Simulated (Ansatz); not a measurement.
# TiAl: stress in a strained cell

Aim: deform TiAl (zz strain of +1 %) and compute stress, forces and field gradients with LAPW, PAW and all-electron datasets made for the crystal.

Method: DFT PBEsol, scalar-relativistic, in Ansatz 0.2.0.

## Step 1: The structure to begin with

It takes space group P4/mmm (No. 123, tetragonal). The conventional cell has a = 2.837 Å, b = 2.837 Å, c = 4.059 Å, α = 90.00°, β = 90.00°, γ = 90.00°. Around Ti (site symmetry 4/mmm) lie 4 Ti at 2.84 Å and 8 Al at 2.85 Å. Around Al (site symmetry 4/mmm) lie 4 Al at 2.84 Å and 8 Ti at 2.85 Å.

Coordinates:

```cif
data_structure
_symmetry_space_group_name_H-M 'P 1'
_symmetry_Int_Tables_number 1
_cell_length_a 2.8373
_cell_length_b 2.8373
_cell_length_c 4.0591
_cell_angle_alpha 90.000
_cell_angle_beta 90.000
_cell_angle_gamma 90.000
_cell_volume 32.68
loop_
_atom_site_label
_atom_site_type_symbol
_atom_site_fract_x
_atom_site_fract_y
_atom_site_fract_z
_atom_site_occupancy
Ti1 Ti 0.00000 0.00000 0.00000 1
Al1 Al 0.50000 0.50000 0.50000 1
```

Atoms are numbered in the order of the input: Ti1, Al2.

## Step 2: After the deformation

Space group P4/mmm before, P4/mmm after.

## Step 3: LAPW, all electrons

input.yaml

```yaml
crystal:
  lattice:
    - [2.8373, 0.0, 0.0]
    - [0.0, 2.8373, 0.0]
    - [0.0, 0.0, 4.099691]
  atoms:
    - { symbol: Ti, position: [0.0, 0.0, 0.0] }
    - { symbol: Al, position: [0.5, 0.5, 0.5] }
kpoints:
  mp_grid: { grid: [12, 12, 8] }
  band_path:
    path:
      - [0.0, 0.0, 0.0]
      - [0.0, 0.5, 0.0]
      - [0.5, 0.5, 0.0]
      - [0.0, 0.0, 0.0]
      - [0.0, 0.0, 0.5]
      - [0.0, 0.5, 0.5]
      - [0.5, 0.5, 0.5]
      - [0.0, 0.0, 0.5]
      - [0.0, 0.5, 0.0]
    npoints: 5
scf:
  occupations: { method: fermi_dirac, width: 0.05 }
hamiltonian:
  xc: pbesol
  pseudopotentials: { kind: all_electron, lapw: { basis_error: 0.001 } }
output:
  forces: true
  stress: true
  eigenvalues: true
```

On the command line:

```
$ ansatz run input.yaml --threads 1 --pin off --max-ram 3072MiB --backend cpu --events-out ev --progress --plain --runs-dir out
```

## Step 4: Frozen-core PAW

input.yaml

```yaml
crystal:
  lattice:
    - [2.8373, 0.0, 0.0]
    - [0.0, 2.8373, 0.0]
    - [0.0, 0.0, 4.099691]
  atoms:
    - { symbol: Ti, position: [0.0, 0.0, 0.0] }
    - { symbol: Al, position: [0.5, 0.5, 0.5] }
kpoints:
  mp_grid: { grid: [12, 12, 8] }
scf:
  occupations: { method: fermi_dirac, width: 0.05 }
hamiltonian:
  xc: pbesol
  pseudopotentials: { kind: paw }
output:
  forces: true
  stress: true
  eigenvalues: true
  efg: { contact_densities: true }
  write_density: true
  write_potential: true
  elf: true
  volumetric_format: npy
```

## Step 5: All-electron PAW on datasets made for the crystal

Edit input.yaml of step 4 so:

```diff
@@ -14,3 +14,3 @@
   xc: pbesol
-  pseudopotentials: { kind: paw }
+  pseudopotentials: { kind: all_electron, datasets: crystal }
 output:
@@ -20,5 +20 @@
   efg: { contact_densities: true }
-  write_density: true
-  write_potential: true
-  elf: true
-  volumetric_format: npy
```

(Steps that only read results are left out.)

**Question.** What will these runs give? Wanted: pressure; largest shear or deviatoric stress.

As calculated:

| quantity | value |
| --- | --- |
| pressure | LAPW -4.99, PAW -4.96, crystal datasets -4.99 GPa |
| largest shear or deviatoric stress (LAPW) | 0.24 GPa |

What this shows: The largest part of the stress beyond the pressure is 0.24 GPa in size, in the zz component; the atoms are carried along and not relaxed. No run of the undeformed cell stands beside it, so the pressure holds what the given cell had before the change. PAW: stress within 0.03 GPa of LAPW. Crystal datasets: stress within 0.01 GPa of LAPW.
